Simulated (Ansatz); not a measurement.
# BHF2 (SMILES FBF) at CCSD/STO-3G

Aim: the electronic atomisation energy of BHF2 at CCSD/STO-3G, from 4 runs. 

The results are computed with Ansatz 0.2.0.

54 further runs of the same task are left out: 1 that didn't finish, 53 set aside as unsound or not needed.

### 1 Starting point

BHF2 has 4 atoms, charge 0, and is taken as a singlet. As SMILES, `FBF`. The coordinates come from a PBE0-D4/def2-TZVP relaxation.

Bond lengths: F1–B2 1.313 Å, B2–F3 1.313 Å, B2–H4 1.191 Å. Angles: F1–B2–F3 118.1°, F1–B2–H4 121.0°, F3–B2–H4 121.0°.

### 2 The energy at CCSD/STO-3G

run.yaml reads:

```yaml
crystal:
  periodic: [false, false, false]
  atoms:
    - {symbol: F, position_ang: [1.154300, 0.456900, -0.361900]}
    - {symbol: B, position_ang: [-0.001900, -0.031000, 0.025200]}
    - {symbol: F, position_ang: [-1.095400, 0.528700, -0.438900]}
    - {symbol: H, position_ang: [-0.057000, -0.954600, 0.775600]}
basis:
  gaussian: {orbitals: STO-3G}
correlation: {method: ccsd, frozen_orbitals: {B: 1, F: 1, H: 0}}
scf: {omitted_lower_state_checks: [cluster_reference, increment]}
accuracy: high
```

Launch:

```console
$ ansatz run run.yaml --threads 1 --pin off --max-ram 2610MiB --events-out events.jsonl --progress --plain --runs-dir runs
```

What it wrote (excerpt; [...] marks lines left out):

```text
Warning: RAYON_NUM_THREADS=1 ignored (pool sized by the plan → 1); use --threads N
Functional definition: HF
  name "HF"
[...]
272 factors; integrals over basis functions are off by at most 4.3e-8 eV
[...]
mean field -6017.37886102 eV, -221.1345944167 hartree, gradient 1.9e-8 eV, S^2 0.000000; 0 other end points of the search recorded, 0 dependent functions left out
3 core orbitals not correlated: weight in the atoms' cores, before any rotation towards them, 1.000 or more for the frozen orbitals, at most 0.000 for the correlated occupied ones
reference -6017.37886102 eV, -221.1345944167 hartree; 9, 9 occupied and 4, 4 virtual orbitals, 272 factors
second order -2.20819788 eV of doubles, -0.00000000 eV of singles
cycle   1  -2.34600002 eV  change   -1.4e-1 eV  update   8.2e-2
[...]
cycle  16  -2.59289523 eV  change   2.0e-10 eV  update   1.5e-9
Total energy: -6019.97175625 eV, -221.2298815588 hartree
Checks for a lower state left out: cluster_reference, increment
```

Wall time 0.12 s (1 thread of Intel Xeon Platinum 8488C (Sapphire Rapids), shared host).

### 3 The B atom

run.yaml reads:

```yaml
basis:
  gaussian: {orbitals: STO-3G}
crystal:
  periodic: [false, false, false]
  atoms:
    - {symbol: B, position_ang: [0.000000, 0.000000, 0.000000]}
magnetization: {spin_polarized: true, initial_magnetization: 1}
correlation: {method: ccsd, frozen_orbitals: {B: 1}}
accuracy: high
scf: {omitted_lower_state_checks: [cluster_reference, increment]}
```

Run the same way, it converges to -24.18899 Eh (log not shown).

### 4 The F atom

job.yaml reads:

```yaml
crystal:
  periodic: [false, false, false]
  atoms:
    - symbol: F
      position_ang: [0.000000, 0.000000, 0.000000]
basis:
  gaussian:
    orbitals: STO-3G
scf:
  omitted_lower_state_checks: [cluster_reference, increment]
magnetization:
  spin_polarized: true
  initial_magnetization: 1
correlation:
  method: ccsd
  frozen_orbitals: {F: 1}
accuracy: high
```

Run the same way, it converges to -97.98651 Eh (log not shown).

### 5 The H atom: the energy at UHF/STO-3G

run.yaml reads:

```yaml
crystal:
  periodic: [false, false, false]
  atoms:
    - {symbol: H, position_ang: [0.000000, 0.000000, 0.000000]}
basis:
  gaussian: {orbitals: STO-3G}
accuracy: high
hamiltonian: {xc: hf}
magnetization: {spin_polarized: true, initial_magnetization: 1}
```

Run the same way, it converges to -0.46658 Eh (log not shown).

### 6 Summary of results

Level: CCSD/STO-3G, 3 core orbitals frozen.

```
                                             quantity          value
                               molecule: total energy  -221.22988 Eh
molecule: correlation energy (3 core orbitals frozen)      -95.3 mEh
                              molecule: T1 diagnostic          0.017
                                 B atom: total energy   -24.18899 Eh
   B atom: correlation energy (1 core orbital frozen)      -40.0 mEh
            B atom: ⟨S²⟩ of the reference determinant          0.750
                                B atom: T1 diagnostic          0.000
                                 F atom: total energy   -97.98651 Eh
   F atom: correlation energy (1 core orbital frozen)        0.0 mEh
            F atom: ⟨S²⟩ of the reference determinant          0.750
                                F atom: T1 diagnostic          0.000
                                 H atom: total energy    -0.46658 Eh
                                         H atom: ⟨S²⟩          0.750
                        electronic atomisation energy      16.362 eV
```

In words: Taking the molecule apart into free atoms costs 16.36 eV (1579 kJ/mol), before zero-point energy and without spin-orbit coupling. In a minimal basis such a difference can be off by several eV, whatever the method.
